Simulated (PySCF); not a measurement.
# CH7GaSi: the cost of one run

Computed with PySCF 2.14.0, with density-fitted response routines of our own, on a single molecule in the gas phase. Atoms are numbered from 0 throughout.

### Step 1. Starting geometry

10 atoms, charge 0, multiplicity 1; geometry from: GFN2-xTB. The atoms were then displaced at random by about 0.01 Å, so the start is not that level's minimum.

Bonds of the start (Å): Si0–C1 1.87, C1–Ga2 2.01, Si0–H3 1.45, Si0–H4 1.46, Si0–H5 1.50, C1–H6 1.09, C1–H7 1.08, Ga2–H8 1.61, Ga2–H9 1.60.

### Step 2. Optimising the geometry at PBE0-D3(BJ)/def2-SVP

Job settings and geometry (Å):

```
{"job": {"xc": "PBE0", "basis": "def2-SVP", "d3": "d3bj", "grid": 1, "shake": 0.01, "kind": "geom"}, "charge": 0, "multiplicity": 1}
Si    -1.388360     0.387810    -0.125750
C      0.058680    -0.777310    -0.358110
Ga     1.708030     0.062400     0.421480
H     -2.590670    -0.197470    -0.687890
H     -1.607290     0.680010     1.290630
H     -1.131580     1.673920    -0.848290
H      0.240320    -0.992780    -1.416100
H     -0.133400    -1.723910     0.126780
H      1.689820     1.209690     1.545420
H      3.204880    -0.343290     0.030770
```

Command:

```sh
OMP_NUM_THREADS=1 python probes_run.py task.json out
```

The driver reads the jobs from task.json and runs them one after another.

Q: Estimate the wall time and peak memory of this first job on 1 thread of Arm Neoverse V2, shared host.

About 65 s, with a peak of 0.41 GiB.
